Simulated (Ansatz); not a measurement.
Wanted: the native input for an Ansatz 0.2.0 run.

```
Task                : single point
Functional          : PBE
Potentials or basis : all-electron LAPW, scalar-relativistic
Cutoff              : 245 eV (chosen from the basis error)
Basis error allowed : 0.001 eV/atom
k mesh              : 6 × 6 × 1
Occupations         : fermi-dirac, width 0.05 eV
Spin                : no spin polarisation
```

In2H, a sheet with vacuum:

```
In H
1.0
     4.95568    0.00000    0.00000
    -2.47784    4.29174    0.00000
     0.00000    0.00000   25.48707
In H
2 1
Direct
  0.33333 0.66667 0.28867
  0.66667 0.33333 0.28867
  0.00000 0.00000 0.28892
```

The cell was built by a generator and needn't be a form met in nature.

One way to write it, as run:

input.yaml

```yaml
crystal:
  lattice:
    - [4.95568, 0.0, 0.0]
    - [-2.47784, 4.29174, 0.0]
    - [0.0, 0.0, 25.48707]
  atoms:
    - { symbol: In, position: [0.33333, 0.66667, 0.28867] }
    - { symbol: In, position: [0.66667, 0.33333, 0.28867] }
    - { symbol: H, position: [0.0, 0.0, 0.28892] }
kpoints:
  mp_grid: { grid: [6, 6, 1] }
scf:
  occupations: { method: fermi_dirac, width: 0.05 }
hamiltonian:
  xc: pbe
  pseudopotentials: { kind: all_electron, lapw: { basis_error: 0.001 } }
output:
  forces: true
  stress: true
  eigenvalues: true
  populations: true
```

Potentials or basis: all-electron LAPW, scalar-relativistic.

The run is started by

```console
$ ansatz run input.yaml --threads 4 --pin off --max-ram 14336MiB --backend cpu --events-out ev --progress --plain --runs-dir out
```

It gave:

```json
{
 "Band gap on the k mesh": "none (metal or under the smearing width)",
 "Loewdin charges": "In +0.10; H -0.12 e",
 "Work function": "3.93 eV"
}
```

Wall time 32 s on 4 threads of Intel(R) Xeon(R) Processor @ 2.50GHz (Skylake/Cascade Lake), on a shared host, peak memory 1.1 GiB.
